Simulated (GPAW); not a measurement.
IrPt3:

```
Pt Ir
1.0
     3.95125    0.00000    0.00000
     0.00000    3.95125    0.00000
     0.00000    0.00000    3.95125
Pt Ir
3 1
Direct
  0.50000 0.50000 0.00000
  0.50000 0.00000 0.50000
  0.00000 0.50000 0.50000
  0.00000 0.00000 0.00000
```

The cell comes from a database or a generator and needn't be the stable form of this composition.

* Program: GPAW 26.7.0
* Task: relaxation of cell and atoms
* Functional: PBEsol
* Dispersion: D3(BJ)+ATM
* Potentials or basis: PAW data sets generated in the run's folder for this functional
* Cutoff: 600 eV
* Basis: pw
* k mesh: 6 × 6 × 6
* Occupations: fermi-dirac, width 0.05 eV
* Spin: no spin polarisation

At the start: pressure -17.2 GPa; volume 15.42 Å³/atom.

**Question.** How do energy, volume and symmetry change on relaxing?

**Answer.** Over 4 steps the energy falls by 53.1 meV/atom and the volume is 14.50 Å³/atom (-6.0 %); space group Pm-3m (No. 221, to 0.05 Å).

The path:
| step | energy change (eV) | largest force (eV/Å) | pressure (GPa) | volume (Å³) |
| --- | --- | --- | --- | --- |
| 1 | 0.0000 | 0.0000 | -17.25 | 61.69 |
| 2 | -0.1025 | 0.0000 | -12.87 | 60.60 |
| 3 | -0.2108 | 0.0000 | 1.61 | 57.71 |
| 4 | -0.2122 | 0.0000 | -0.12 | 58.01 |

Final structure:
```cif
data_structure
_symmetry_space_group_name_H-M 'P 1'
_symmetry_Int_Tables_number 1
_cell_length_a 3.8712
_cell_length_b 3.8712
_cell_length_c 3.8712
_cell_angle_alpha 90.000
_cell_angle_beta 90.000
_cell_angle_gamma 90.000
_cell_volume 58.01
loop_
_atom_site_label
_atom_site_type_symbol
_atom_site_fract_x
_atom_site_fract_y
_atom_site_fract_z
_atom_site_occupancy
Pt1 Pt 0.50000 0.50000 0.00000 1
Pt2 Pt 0.50000 0.00000 0.50000 1
Pt3 Pt 0.00000 0.50000 0.50000 1
Ir1 Ir 0.00000 0.00000 0.00000 1
```

Caveat: later steps reuse the first step's grids; pairwise dispersion overbinds metals, which lowers pressure and volume.
